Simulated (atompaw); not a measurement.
# Magnesium: generating and testing a PAW (atompaw) potential

Aim: build the potential from the settings below, then test how well it stands in for the atom: scattering, ghost states and the plane-wave cutoff that it needs.

Program: atompaw 4.2.0.5. Reference atom: PBE, scalar-relativistic, spherical and spin-unpolarised. All values are calculated.

## Step 1: Starting point

Typed settings, in words:

```json
{
  "element": "magnesium (Mg, Z = 12)",
  "type": "PAW",
  "frozen core": "[He] 2s2",
  "valence charge": "8",
  "reference configuration": "2p6 3s1 3p1",
  "partial waves": "3s (bound): rc 2.00 bohr; 3s channel at 2.3 Ry: rc 2.00 bohr; 2p (bound): rc 1.00 bohr; 3p (bound): rc 2.00 bohr; 3d channel at 0.2 Ry: rc 2.00 bohr",
  "local potential": "troulliermartins scheme with l = 3 at 0 Ry, radius 1.66 bohr",
  "core correction": "smooth core density matched at 1.75 bohr",
  "augmentation charge": "sinc compensation charge, radius 1.70 bohr; PAW radius 2.00 bohr; waves and projectors: custom rrkj gramschmidtortho"
}
```

An earlier all-electron run gives the scale for the radii.

All-electron outer shells of the reference configuration (PBE, scalar-relativistic, ld1.x):

| shell | level (eV) | outermost node (bohr) | outermost maximum (bohr) |
| --- | --- | --- | --- |
| 1s | -1261.77 | – | 0.09 |
| 2s | -81.92 | 0.18 | 0.54 |
| 2p | -48.68 | – | 0.48 |
| 3s | -5.67 | 0.90 | 2.50 |
| 3p | -2.07 | 0.95 | 3.33 |

## Step 2: Generating the potential

Mg.input

```
Mg 12
GGA-PBE scalarrelativistic loggrid 1500 logderivrange -6 5 276
3 3 0 0 0 0
3 0 1
3 1 1
0 0 0
c
c
v
v
v
2
2.00 1.70 1.66 1.75
y
2.3
n
n
y
0.2
n
custom rrkj gramschmidtortho sinc
3 0 troulliermartins
2.00
2.00
1.00
2.00
2.00
PWSCFOUT
UPFDX 0.0125d0 UPFXMIN -7.d0 UPFZMESH 12.d0
END
```

Command:

```sh
$ atompaw < Mg.input > Mg.log
```

Before running it: what results should come out? Wanted: cutoffs for 10 and 1 mRy, occupied levels; bound ghosts; largest phase difference near zero energy, channels read; lowest eigenvalue of the overlap; share of valence orbitals outside the PAW sphere; UPF file.

As calculated:

| quantity | value |
| --- | --- |
| cutoffs for 10 and 1 mRy, occupied levels | 80 Ry and 140 Ry |
| bound ghosts | none found |
| largest phase difference near zero energy, channels read | 0.020 rad |
| lowest eigenvalue of the overlap (Bessel basis) | 0.478 (s) |
| share of valence orbitals outside the PAW sphere | 3s 81 %, 2p 1 %, 3p 93 % |
| UPF file | written |

In words: The potential is hard: the looser tolerance needs 80 Ry. The slowest occupied level is 2p: taken alone it needs 90 Ry to come within 1 mRy, against 8 Ry for 3s. It is free of bound ghosts as far as tested. Near zero energy the phases of the channels with partial waves agree within 0.020 rad.
